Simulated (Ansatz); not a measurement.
Run this with Ansatz 0.2.0 through its Python package and show what comes out.

`naf.py`:
```python
"""Quasiparticle gap of NaF by G0W0."""

import ansatz as az

xtal = (
    az.Lattice.fcc(4.64)
    .space_group(225)
    .atom("Na", [0.0, 0.0, 0.0])
    .atom("F", [0.5, 0.0, 0.0])
    .primitive()
)

base = (
    xtal.calculation()
    .kpoints(length=6)
    .accuracy("medium")
    .functional("PBEsol")
    .basis(39 * az.Ry, xc_grid=2)
    .scf(self_checks="low")
    .occupations("fixed")
    .gw(empty_bands=40, screening_cutoff=80, quasiparticle_bands=("v2", "c2"))
)
events = []
res = base.session().plan().execute(on_event=events.append, runs_dir="gw_run")
gw = next(e["data"] for e in events if e["event"] == "gw_qp")
top = gw["frontier_bands"]["highest_filled_band"]
for qp in gw["qp"]:
    if qp["ik"] == 0:
        print("band", qp["band"], "shift", round(qp["e_qp_ev"] - qp["eps_ks_ev"], 3), "eV, Z =", round(qp["z"], 3))
for key, label in (("eps_ks_ev", "Kohn-Sham"), ("e_qp_ev", "G0W0")):
    filled = max(qp[key] for qp in gw["qp"] if qp["band"] <= top)
    empty = min(qp[key] for qp in gw["qp"] if qp["band"] > top)
    print(f"{label} gap on the mesh: {empty - filled:.3f} eV")
print("static dielectric eigenvalues (RPA, this mesh):", [round(e, 3) for e in gw["screening"][0]["eps_tensor_eigenvalues"]])
```

```console
$ python naf.py
band 7 shift -2.689 eV, Z = 0.82
band 8 shift -2.689 eV, Z = 0.82
band 9 shift 1.43 eV, Z = 0.886
band 10 shift 1.623 eV, Z = 0.883
Kohn-Sham gap on the mesh: 6.065 eV
G0W0 gap on the mesh: 10.184 eV
static dielectric eigenvalues (RPA, this mesh): [2.129, 2.129, 2.129]
```

What to keep in mind:
- The settings weren't tested for convergence.
- Energy and stress may still move on a finer k-point mesh.
- The starting cell is as deposited in a crystallographic database; the results hold for this polymorph, which needn't be the stable one.
- Mesh, empty bands and screening cutoff are small, so the quasiparticle gap isn't converged, and it is read on the mesh points alone. Spin-orbit coupling is left out, which matters for heavy elements.
- The whole script took 1.5 s on 1 thread of Arm Neoverse V1 (shared host), peak memory 0.31 GiB.
